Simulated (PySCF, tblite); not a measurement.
# C₆H₁₃BS: geometry, infrared bands, NMR shifts and electronic excitations

Wanted: the infrared bands, NMR shifts and electronic excitations of C₆H₁₃BS (`CS[C@@H]1CBCCC1`), by calculation.

Computed with tblite 0.8.0 and PySCF 2.14.0, with density-fitted response routines of our own, on a single molecule in the gas phase. Atoms count from 0, in the outputs and in this text.

## 1. Starting geometry

21 atoms, charge 0, multiplicity 1; geometry from: force field or distance geometry start.

Bonds of the start (Å): C0–S1 1.79, S1–C2 1.79, C2–C3 1.51, C3–B4 1.58, B4–C5 1.59, C5–C6 1.51, C6–C7 1.52, C7–C2 1.52, C0–H8 1.12, C0–H9 1.12, C0–H10 1.10, C2–H11 1.12, C3–H12 1.08, C3–H13 1.12, B4–H14 1.20, C5–H15 1.09, C5–H16 1.12, C6–H17 1.11, C6–H18 1.10, C7–H19 1.11, C7–H20 1.12.

## 2. Relaxing the molecule with GFN2-xTB

The job: settings as JSON, then the geometry in Å.

```
{"job": {"kind": "relax", "xc": "GFN2-xTB", "basis": "xTB"}, "charge": 0, "multiplicity": 1}
C      3.118900     0.405900     0.051900
S      2.016700    -0.350700     1.249700
C      0.369500    -0.705700     0.643800
C      0.317100    -0.861400    -0.852700
B     -1.023700    -0.346100    -1.506300
C     -2.145700     0.421600    -0.672900
C     -2.011500     0.049400     0.781500
C     -0.575700     0.352700     1.175400
H      3.770800    -0.378500    -0.403300
H      3.741200     1.151600     0.602400
H      2.597500     0.959200    -0.744400
H      0.039100    -1.663900     1.125000
H      1.142500    -0.339300    -1.322300
H      0.460500    -1.954400    -1.060200
H     -0.896700     0.092100    -2.617700
H     -3.150000     0.220700    -1.047700
H     -1.882900     1.513200    -0.730900
H     -2.714600     0.670000     1.374200
H     -2.294500    -1.003300     0.942600
H     -0.548800     0.437900     2.283900
H     -0.338700     1.346000     0.727500
```

On the command line:

```console
OMP_NUM_THREADS=1 python probes_run.py task.json out
```

One launch serves the whole session: the jobs run in the order shown.

**Question.** This job is followed by: GFN2-xTB harmonic vibrations, gas phase; PBE0-D3(BJ)/def2-SVP geometry optimisation, gas phase; GIAO PBE0/pcSseg-1 NMR shielding, non-relativistic, gas phase; TDDFT CAM-B3LYP/def2-SVPD, vertical, gas phase, core orbitals frozen in the response; GIAO mPW1PW91/pcSseg-1 NMR shielding, non-relativistic, gas phase. What will the session give for the following? strongest single infrared mode (GFN2-xTB); zero-point energy (GFN2-xTB); point group; rotational constants (main isotopes); 13C shifts against TMS (PBE0/pcSseg-1); 1H shifts against TMS (PBE0/pcSseg-1, means over atoms taken as alike); 33S shifts against CS2 (PBE0/pcSseg-1); 11B shifts against BF3·OEt2 (PBE0/pcSseg-1); surface potential, 1st and 99th percentile; lowest singlet (CAM-B3LYP/def2-SVPD); brightest single state of those computed; lowest triplet; vertical ionisation energy (ΔSCF); range of the shift of B4.

The runs gave:

```
                                                              quantity                                                                 value
                             strongest single infrared mode (GFN2-xTB)                                                 2629 cm⁻¹, 163 km/mol
                                          zero-point energy (GFN2-xTB)                                                        111.7 kcal/mol
                                                           point group                                                                    C1
                                  rotational constants (main isotopes)                                                  3.26, 1.04, 0.93 GHz
                                13C shifts against TMS (PBE0/pcSseg-1)                                44.5, 35.7, 35.4, 29.3, 26.5, 10.2 ppm
1H shifts against TMS (PBE0/pcSseg-1, means over atoms taken as alike)  7.63, 2.33, 2.10, 2.01, 1.85, 1.82, 1.82, 1.53, 1.48, 1.29, 0.65 ppm
                                33S shifts against CS2 (PBE0/pcSseg-1)                                                                 2 ppm
                           11B shifts against BF3·OEt2 (PBE0/pcSseg-1)                                                              88.0 ppm
                                 surface potential, 1st and 99th percentile                                                    -1.19 V and 1.10 V
                                  lowest singlet (CAM-B3LYP/def2-SVPD)                                           5.38 eV (231 nm), f = 0.003
                              brightest single state of those computed                                           state 7, 6.81 eV, f = 0.035
                                                        lowest triplet                                                               5.11 eV
                                     vertical ionisation energy (ΔSCF)                                                               8.32 eV
                                              range of the shift of B4                                                      87.3 to 88.0 ppm
```

The optimisation took 139 steps and gained 0.873 eV; among the close pairs (by a distance rule), S1–C2 changed most, from 1.791 to 1.842 Å (GFN2-xTB). All 57 modes are real, so the xTB geometry is a minimum. The strongest single mode, at 2629 cm⁻¹, moves mainly H14. Unscaled tight-binding wavenumbers are off by several per cent, some by more. Its intensities can rank the bands wrongly. Relaxing lowered the energy by 0.287 eV in 6 steps; the close pair that moved most is B4–H14, from 1.163 to 1.214 Å (PBE0/def2-SVP). No frequency check was run at this level, so the end point may be a saddle. At PBE0/pcSseg-1: The widest tensor belongs to S1: span 319 ppm, with a paramagnetic part of -563 ppm. By nearest atom (PBE0/pcSseg-1), the HOMO sits on S1 77 % and the LUMO on B4 53 %; H14 13 %. The first singlet state (HOMO→LUMO 0.83) lies at 5.38 eV and is weak; of the 10 states computed, the strongest absorption comes from state 7 at 6.81 eV. The lowest triplet lies 0.27 eV below the lowest singlet (triplets in Tamm-Dancoff, singlets in full TDDFT). ΔSCF puts the ionisation energy at 8.32 eV, 0.78 eV above −ε(HOMO). Across the 2 runs the shift of B4 moves most, between 87.3 (mPW1PW91/pcSseg-1) and 88.0 ppm (PBE0/pcSseg-1).
